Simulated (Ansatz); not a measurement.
# 8 CH3Cl in a periodic box: a dynamics run in two tries

Wanted: a short trajectory, and a check that the input is sound. The molecules were packed at random to 0.701 g/cm³.

Method: DFT PBE+D3(BJ), plane waves, PAW, scalar-relativistic, no spin polarisation, in Ansatz 0.2.0.

**1. The structure to begin with**

The cell holds 40 atoms (C8H24Cl8): a = 9.854 Å, b = 9.854 Å, c = 9.854 Å, α = 90.00°, β = 90.00°, γ = 90.00°.

The coordinates stand in the first input below.

**2. First attempt**

Input file input.yaml:

```yaml
crystal:
  lattice:
    - [9.853875, 0.0, 0.0]
    - [0.0, 9.853875, 0.0]
    - [0.0, 0.0, 9.853875]
  atoms:
    - { symbol: C, position: [0.69723644, 0.79354043, 0.69688252] }
    - { symbol: Cl, position: [0.60758863, 0.67267408, 0.60493212] }
    - { symbol: H, position: [0.65077641, 0.89559346, 0.70385666] }
    - { symbol: H, position: [0.70971087, 0.76291191, 0.79705339] }
    - { symbol: H, position: [0.79941142, 0.79519445, 0.65630861] }
    - { symbol: C, position: [0.02937644, 0.40522192, 0.58622937] }
    - { symbol: Cl, position: [-0.00541981, 0.22795742, 0.53389263] }
    - { symbol: H, position: [-0.03398048, 0.43174993, 0.6878619] }
    - { symbol: H, position: [0.1390929, 0.42268394, 0.59361495] }
    - { symbol: H, position: [-0.01211631, 0.46566655, 0.49486419] }
    - { symbol: C, position: [0.39249987, 0.34950802, 0.62780216] }
    - { symbol: Cl, position: [0.34269242, 0.19416129, 0.5223857] }
    - { symbol: H, position: [0.47462243, 0.40414047, 0.56830374] }
    - { symbol: H, position: [0.29191498, 0.41155368, 0.62997172] }
    - { symbol: H, position: [0.41459614, 0.32049154, 0.73811983] }
    - { symbol: C, position: [0.97037402, 0.85964794, 0.9092627] }
    - { symbol: Cl, position: [0.89111434, 0.99717025, 1.002232] }
    - { symbol: H, position: [1.06569746, 0.83020653, 0.96235569] }
    - { symbol: H, position: [0.89793188, 0.78022852, 0.89461517] }
    - { symbol: H, position: [0.99672991, 0.8930938, 0.80548887] }
    - { symbol: C, position: [0.11667315, 0.50856707, 0.91501898] }
    - { symbol: Cl, position: [-0.05589955, 0.42794844, 0.95133499] }
    - { symbol: H, position: [0.13819203, 0.59704755, 0.98478251] }
    - { symbol: H, position: [0.19507985, 0.44067926, 0.9482297] }
    - { symbol: H, position: [0.10850951, 0.54863248, 0.80962489] }
    - { symbol: C, position: [0.57069753, 0.47681495, 0.0040122] }
    - { symbol: Cl, position: [0.60536104, 0.65546019, 0.02317434] }
    - { symbol: H, position: [0.64743095, 0.44024613, -0.08042405] }
    - { symbol: H, position: [0.59773565, 0.43323356, 0.11195197] }
    - { symbol: H, position: [0.45941151, 0.48311909, -0.00672054] }
    - { symbol: C, position: [0.46058323, 0.12722327, 0.06134557] }
    - { symbol: Cl, position: [0.54656389, 0.14372848, 0.22132001] }
    - { symbol: H, position: [0.46245042, 0.24426644, 0.00981207] }
    - { symbol: H, position: [0.51277757, 0.05582655, -0.01170736] }
    - { symbol: H, position: [0.35311506, 0.09901945, 0.071594] }
    - { symbol: C, position: [0.30086612, 0.69131289, 0.408062] }
    - { symbol: Cl, position: [0.4069882, 0.57712334, 0.33307495] }
    - { symbol: H, position: [0.36276602, 0.73483532, 0.48662055] }
    - { symbol: H, position: [0.28753113, 0.76790578, 0.32779206] }
    - { symbol: H, position: [0.22018666, 0.64334843, 0.44917257] }
basis:
  ecutwfc: 420.0
kpoints:
  mp_grid: { grid: [1, 1, 1] }
hamiltonian:
  xc: pbe
  dispersion: d3bj
scf:
  occupations: { method: fermi_dirac, width: 0.05 }
  lower_state_search: "off"
  max_iter: 85
md:
  timestep: 0.75
  n_steps: 25
  ensemble: nvt_langevin
  temperature: 1000.0
  initial_velocities: maxwell_boltzmann
  seed: 965678
  friction: 0.05
  temperature_schedule: [{ n_steps: 500, end_temperature: 100.0 }]
```

Launch:

```
$ ansatz run input.yaml --threads 1 --pin off --max-ram 3072MiB --backend cpu --events-out ev --progress --plain --runs-dir out
```

What does the calculation give? Wanted: first try.

As calculated:

| quantity | value |
| --- | --- |
| first try | refused |
| cause | the schedule's stages add up to more steps than the run has |

The fault in the first input was caught at the input check and cost nothing.
